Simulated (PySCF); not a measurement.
# MoO₃: NMR shieldings

Aim: compute the NMR shieldings of MoO₃ (`[O]=[Mo](=[O])=[O]`).

Programs: PySCF 2.14.0, with routines of our own; each step states its level. All values are computed. Atoms count from 0.

## Step 1: The starting structure

4 atoms, charge 0, multiplicity 1; geometry from: GFN2-xTB.

## Step 2: NMR shieldings: PBE0/pcSseg-1 Mo:us-x2c-TZVPall-2c, spin–orbit

Job settings and geometry (Å):

```
{"job": {"kind": "hnmr", "xc": "PBE0", "basis": {"default": "pcSseg-1", "Mo": "us-x2c-TZVPall-2c"}, "rel": "so"}, "charge": 0, "multiplicity": 1}
Mo    -0.003380     0.002270     0.365370
O      1.584390    -0.027100    -0.106970
O     -0.767660     1.383530    -0.137500
O     -0.813340    -1.358700    -0.120900
```

With the program's defaults for keys left out, this is: PBE0/pcSseg-1 Mo:us-x2c-TZVPall-2c GIAO NMR shielding, X2C with spin-orbit coupling, screened-nuclear two-electron part, Gaussian nuclei, gas phase.

Started as:

```sh
> OMP_NUM_THREADS=1 python heavy_run.py task.json out
```

The driver reads the jobs from task.json and runs them one after another.

Standard output:

```text
spin-free SCF
coarse grid: 23712 points
cycle   1  E = -4271.9528825537  dE =  1.634e+00  |g| = 3.030e+00  |ddm| = 5.473e+00
cycle   2  E = -4256.1328136631  dE =  1.582e+01  |g| = 9.865e+00  |ddm| = 6.945e+00
cycle   3  E = -4273.1234819067  dE = -1.699e+01  |g| = 2.048e+00  |ddm| = 5.639e+00
cycle   4  E = -4273.7363176559  dE = -6.128e-01  |g| = 5.901e-01  |ddm| = 6.453e-01
cycle   5  E = -4273.7727897101  dE = -3.647e-02  |g| = 2.995e-01  |ddm| = 1.832e-01
cycle   6  E = -4273.7871862737  dE = -1.440e-02  |g| = 3.336e-02  |ddm| = 1.131e-01
cycle   7  E = -4273.7872520160  dE = -6.574e-05  |g| = 2.461e-02  |ddm| = 2.410e-02
cycle   8  E = -4273.7873411843  dE = -8.917e-05  |g| = 1.184e-02  |ddm| = 1.526e-02
cycle   9  E = -4273.7873663780  dE = -2.519e-05  |g| = 1.632e-03  |ddm| = 5.425e-03
cycle  10  E = -4273.7873668321  dE = -4.541e-07  |g| = 1.981e-04  |ddm| = 9.034e-04
final grid: 48032 points
cycle  11  E = -4273.7867937733  dE = -2.027e-07  |g| = 5.028e-04  |ddm| = 5.832e-04
cycle  12  E = -4273.7867936370  dE =  1.362e-07  |g| = 9.239e-04  |ddm| = 5.848e-04
cycle  13  E = -4273.7867937705  dE = -1.335e-07  |g| = 3.559e-04  |ddm| = 5.820e-04
cycle  14  E = -4273.7867937930  dE = -2.253e-08  |g| = 6.195e-05  |ddm| = 1.907e-04
cycle  15  E = -4273.7867937935  dE = -4.302e-10  |g| = 2.293e-05  |ddm| = 3.821e-05
converged SCF energy = -4273.7867937935
two-component SCF
cycle   1  E = -4273.5694668056  dE = -4.274e+03  |FDS-SDF| = 2.151e+01
cycle   2  E = -4274.0497345789  dE = -4.803e-01  |FDS-SDF| = 1.770e-01
cycle   3  E = -4274.0499588114  dE = -2.242e-04  |FDS-SDF| = 5.830e-03
cycle   4  E = -4274.0499682341  dE = -9.423e-06  |FDS-SDF| = 5.330e-03
cycle   5  E = -4274.0499711410  dE = -2.907e-06  |FDS-SDF| = 3.385e-03
cycle   6  E = -4274.0499738800  dE = -2.739e-06  |FDS-SDF| = 1.034e-03
cycle   7  E = -4274.0499746214  dE = -7.414e-07  |FDS-SDF| = 2.287e-04
cycle   8  E = -4274.0499746841  dE = -6.275e-08  |FDS-SDF| = 9.003e-05
cycle   9  E = -4274.0499746906  dE = -6.533e-09  |FDS-SDF| = 3.408e-05
converged, E = -4274.0499746906

Field gradients (au) and densities at the nuclei (bohr^-3)
atom        Vxx        Vyy        Vzz        centre      nuclear mean
  0 Mo    -1.7592    -1.7601     3.5193      81964.278      81756.285
  1 O     -0.1851    -0.6847     0.8698        283.063        283.062
  2 O     -0.1853    -0.6844     0.8697        283.063        283.062
  3 O     -0.1851    -0.6844     0.8696        283.063        283.062
without picture change
  0 Mo                           3.5529                    146254.766

Core orbital energies (eV)
atom   shell        mean    spread
  0 Mo 1s       -19875.108   0.000
  0 Mo 2s        -2830.458   0.000
  0 Mo 3s         -493.966   0.000
  0 Mo 4s          -72.961   0.000
  0 Mo 2p1/2     -2601.836   0.000
  0 Mo 2p3/2     -2495.478   0.003
  0 Mo 3p1/2      -406.675   0.000
  0 Mo 3p3/2      -388.914   0.044
  0 Mo 4p1/2       -47.719   0.000
  0 Mo 4p3/2       -45.224   0.285
  0 Mo 3d3/2      -234.781   0.044
  0 Mo 3d5/2      -231.496   0.057

vertical triplet (scalar unrestricted SCF): 2.441 eV

Shielding tensors (ppm)
atom      isotropic    diamagn.    paramagn.     s11        s22        s33       span
  0 Mo     -639.14     3772.84    -4411.98   -1079.45   -1078.93     240.97    1320.42
  1 O      -770.80      400.45    -1171.25   -1565.57    -440.46    -306.37    1259.20
  2 O      -770.76      400.45    -1171.22   -1565.51    -440.38    -306.41    1259.10
  3 O      -770.73      400.45    -1171.19   -1565.48    -440.31    -306.40    1259.08
```

It took 45 s on 1 thread of Arm Neoverse V2, shared host; peak memory 0.88 GiB.

From this job:

```tsv
quantity	value
energy from spin-orbit coupling	-0.2632 Eh
```

## Step 3: NMR shieldings: PBE0/pcSseg-1 Mo:us-x2c-TZVPall-2c, spin-free

Job settings and geometry (Å):

```
{"job": {"kind": "hnmr", "xc": "PBE0", "basis": {"default": "pcSseg-1", "Mo": "us-x2c-TZVPall-2c"}, "rel": "sf"}, "charge": 0, "multiplicity": 1}
Mo    -0.003380     0.002270     0.365370
O      1.584390    -0.027100    -0.106970
O     -0.767660     1.383530    -0.137500
O     -0.813340    -1.358700    -0.120900
```

With the program's defaults for keys left out, this is: PBE0/pcSseg-1 Mo:us-x2c-TZVPall-2c GIAO NMR shielding, spin-free X2C, Gaussian nuclei, gas phase.

Standard output:

```text
spin-free SCF
coarse grid: 23712 points
cycle   1  E = -4271.9528825537  dE =  1.634e+00  |g| = 3.030e+00  |ddm| = 5.473e+00
cycle   2  E = -4256.1328136631  dE =  1.582e+01  |g| = 9.865e+00  |ddm| = 6.945e+00
cycle   3  E = -4273.1234819067  dE = -1.699e+01  |g| = 2.048e+00  |ddm| = 5.639e+00
cycle   4  E = -4273.7363176559  dE = -6.128e-01  |g| = 5.901e-01  |ddm| = 6.453e-01
cycle   5  E = -4273.7727897101  dE = -3.647e-02  |g| = 2.995e-01  |ddm| = 1.832e-01
cycle   6  E = -4273.7871862737  dE = -1.440e-02  |g| = 3.336e-02  |ddm| = 1.131e-01
cycle   7  E = -4273.7872520160  dE = -6.574e-05  |g| = 2.461e-02  |ddm| = 2.410e-02
cycle   8  E = -4273.7873411843  dE = -8.917e-05  |g| = 1.184e-02  |ddm| = 1.526e-02
cycle   9  E = -4273.7873663780  dE = -2.519e-05  |g| = 1.632e-03  |ddm| = 5.425e-03
cycle  10  E = -4273.7873668321  dE = -4.541e-07  |g| = 1.981e-04  |ddm| = 9.034e-04
final grid: 48032 points
cycle  11  E = -4273.7867937733  dE = -2.027e-07  |g| = 5.028e-04  |ddm| = 5.832e-04
cycle  12  E = -4273.7867936370  dE =  1.362e-07  |g| = 9.239e-04  |ddm| = 5.848e-04
cycle  13  E = -4273.7867937705  dE = -1.335e-07  |g| = 3.559e-04  |ddm| = 5.820e-04
cycle  14  E = -4273.7867937930  dE = -2.253e-08  |g| = 6.195e-05  |ddm| = 1.907e-04
cycle  15  E = -4273.7867937935  dE = -4.302e-10  |g| = 2.293e-05  |ddm| = 3.821e-05
converged SCF energy = -4273.7867937935
check of the scalar solution
cycle   1  E = -4273.7867937934  dE = -4.274e+03  |FDS-SDF| = 2.698e+00
cycle   2  E = -4273.7873109634  dE = -5.172e-04  |FDS-SDF| = 2.437e-03
cycle   3  E = -4273.7873109603  dE =  3.089e-09  |FDS-SDF| = 1.760e-04
cycle   4  E = -4273.7873109426  dE =  1.775e-08  |FDS-SDF| = 3.834e-04
cycle   5  E = -4273.7873109648  dE = -2.218e-08  |FDS-SDF| = 7.991e-06
converged, E = -4273.7873109648

Field gradients (au) and densities at the nuclei (bohr^-3)
atom        Vxx        Vyy        Vzz        centre      nuclear mean
  0 Mo    -1.7570    -1.7579     3.5149      81940.645      81732.653
  1 O     -0.1858    -0.6842     0.8700        283.063        283.062
  2 O     -0.1860    -0.6839     0.8698        283.063        283.062
  3 O     -0.1858    -0.6840     0.8697        283.063        283.062
without picture change
  0 Mo                           3.5534                    146257.482

Core orbital energies (eV)
atom   shell        mean    spread
  0 Mo 1s       -19875.691   0.000
  0 Mo 2s        -2830.571   0.000
  0 Mo 3s         -493.991   0.000
  0 Mo 4s          -72.966   0.000
  0 Mo 2p        -2530.066   0.004
  0 Mo 3p         -394.694   0.065
  0 Mo 4p          -46.034   0.375
  0 Mo 3d         -232.818   0.063

Shielding tensors (ppm)
atom      isotropic    diamagn.    paramagn.     s11        s22        s33       span
  0 Mo     -915.18     4020.97    -4936.15   -1302.92   -1302.41    -140.21    1162.70
  1 O      -774.99      400.18    -1175.17   -1569.45    -452.20    -303.32    1266.13
  2 O      -774.95      400.17    -1175.13   -1569.38    -452.12    -303.36    1266.02
  3 O      -774.92      400.18    -1175.09   -1569.36    -452.05    -303.35    1266.01
```

It took 13 s on 1 thread of Arm Neoverse V2, shared host; peak memory 0.76 GiB.

## Step 4: Shieldings side by side

```tsv
run	Mo0	O1	O3	O2	time
step 2, PBE0/pcSseg-1 Mo:us-x2c-TZVPall-2c, spin–orbit	-639.1	-770.8	-770.7	-770.8	45 s
step 3, PBE0/pcSseg-1 Mo:us-x2c-TZVPall-2c, spin-free	-915.2	-775.0	-774.9	-775.0	13 s
```

## Step 5: Results

```
                                                                                quantity                                            value
energy from spin-orbit coupling (step 2, PBE0/pcSseg-1 Mo:us-x2c-TZVPall-2c, spin–orbit)                                       -0.2632 Eh
                     shieldings (step 2, PBE0/pcSseg-1 Mo:us-x2c-TZVPall-2c, spin–orbit)  Mo0 -639.1, O1 -770.8, O2 -770.8, O3 -770.7 ppm
                      shieldings (step 3, PBE0/pcSseg-1 Mo:us-x2c-TZVPall-2c, spin-free)  Mo0 -915.2, O1 -775.0, O2 -775.0, O3 -774.9 ppm
```

**Reading.** A contracted two-component basis is stiff near heavy nuclei, so the absolute shieldings of the heavy atoms from it are rough. Mo0 moves most between the runs, by 276 ppm; the labels say what changes from run to run. The geometry comes from tight binding, which is rough for metal atoms, and these values hang on it.
